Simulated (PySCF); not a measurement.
**AlBr⁺: the SCF solver's settings**

The same problem is solved with other solver options, one edit a run.

The runs use PySCF 2.14.0; method and basis as typed in the scripts.

**1. The system as given**

AlBr⁺: 2 atoms, charge 1, spin multiplicity 2.

Bond lengths: Al1–Br2 2.410 Å.

**2. The run that the others are compared with**

input.py

```python
from pyscf import gto, scf, mp

mol = gto.M(
    atom='Al 0 0 0; Br 0 0 2.41',
    basis='cc-pvdz',
    charge=1,
    spin=1,
    verbose=4,
)
mf = scf.UHF(mol)
mf.kernel()
mp.MP2(mf, frozen=14).kernel()
mf.dip_moment()
print('orbital energies (hartree):', [e[max(0, n-3):n+3].round(4) for e, n in zip(mf.mo_energy, mol.nelec)])
```

The run is started by

```console
> python input.py
```

Its log is not repeated here.

Base result: E(SCF) = -2814.058453 Eh, 12 cycles, E(MP2) − E(SCF) = -0.14906 Eh, ⟨S²⟩ = 0.780.

The bond length is a typed value, not an optimised one. The dipole of an ion depends on the origin.

**3. Level shift 0.1 hartree**

Edit 1 changes level shift: none → 0.1 hartree.

input.py

```python
from pyscf import gto, scf, mp

mol = gto.M(
    atom='Al 0 0 0; Br 0 0 2.41',
    basis='cc-pvdz',
    charge=1,
    spin=1,
    verbose=4,
)
mf = scf.UHF(mol)
mf.level_shift = 0.1
mf.kernel()
mp.MP2(mf, frozen=14).kernel()
mf.dip_moment()
print('orbital energies (hartree):', [e[max(0, n-3):n+3].round(4) for e, n in zip(mf.mo_energy, mol.nelec)])
```

The run is started by

```console
> python input.py
```

**4. Smearing width 0.2 hartree**

Edit 2 changes smearing width: none → 0.2 hartree; step after the SCF: mp2 → none.

Changes to input.py since step 2:

```diff
@@ -1,2 +1,2 @@
-from pyscf import gto, scf, mp
+from pyscf import gto, scf
 
@@ -10,4 +10,4 @@
 mf = scf.UHF(mol)
+mf = scf.addons.smearing_(mf, sigma=0.2, method='fermi')
 mf.kernel()
-mp.MP2(mf, frozen=14).kernel()
 mf.dip_moment()
```

**5. Point-group symmetry on**

Edit 3 changes point-group symmetry: off → on.

Changes to input.py since step 2:

```diff
@@ -7,2 +7,3 @@
     spin=1,
+    symmetry=True,
     verbose=4,
```

What does the calculation give? Wanted: for each run, E(SCF); from base; gap, α spin; after the SCF.

As calculated:

```tsv
run	E(SCF) (hartree)	from base (eV)	cycles	gap, α spin (eV)	after the SCF
base	-2814.058453	0	12	11.53	MP2 correlation -4.056 eV, core frozen
level shift 0.1 hartree	-2814.058453	0.0000	14	11.53	MP2 correlation -4.056 eV, core frozen
smearing width 0.2 hartree (poor choice)	-2812.783370	not comparable	13	n/a	n/a
point-group symmetry on	-2814.058453	0.0000	12	11.53	MP2 correlation -4.056 eV, core frozen
```

Distance from each run's final energy (log10 hartree) by cycle:

```tsv
run	cycle 1	cycle 2	cycle 3	cycle 5	cycle 8	cycle 12
base	-1.2	-2.0	-2.6	-4.3	-6.3	< -11
level shift 0.1 hartree	-1.2	-2.0	-2.5	-3.8	-5.2	-8.8
smearing width 0.2 hartree (poor choice)	-1.3	-0.9	-1.8	-3.0	-5.0	-8.5
point-group symmetry on	-1.2	-2.0	-2.6	-4.3	-6.3	< -11
```

**Reading.** With level shift 0.1 hartree or point-group symmetry on the SCF ends at the base energy. With level shift 0.1 hartree, point-group symmetry on the path hardly changes: 12 to 14 cycles against 12. Rows marked «poor choice» come from settings spoiled on purpose.
